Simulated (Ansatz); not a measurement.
Crystal: Cd2S.

```
Cd S
1.0
     3.96267    0.00000    0.00000
    -1.98134    3.43177    0.00000
     0.00000    0.00000    5.80919
Cd S
2 1
Direct
  0.33333 0.66667 0.93272
  0.66667 0.33333 0.57873
  0.33333 0.66667 0.36571
```

The cell comes from a database or a generator and needn't be the stable form of this composition.

Base run:

* Program: Ansatz 0.2.0
* Functional: PBEsol
* Potentials or basis: Ansatz PAW
* Cutoff: 420 eV
* Density cutoff: 1680 eV
* k mesh: 8 × 8 × 5
* Occupations: fermi-dirac, width 0.05 eV
* Spin: no spin polarisation

Its results: pressure -3.0 GPa; largest force 0.145 eV/Å.

Q: The run is repeated on the same cell with these changes: functional from PBEsol to PBE. What comes out?

A: Pressure -0.1 GPa; largest force 0.075 eV/Å.

PBE binds less tightly than PBEsol, so the same cell stands under more pressure.

Caveats: the PAW data sets come from PBE, with cores solved anew for the run's functional, which leaves a small shift of forces and pressure (some runs).

Not every run made on this cell is shown here.
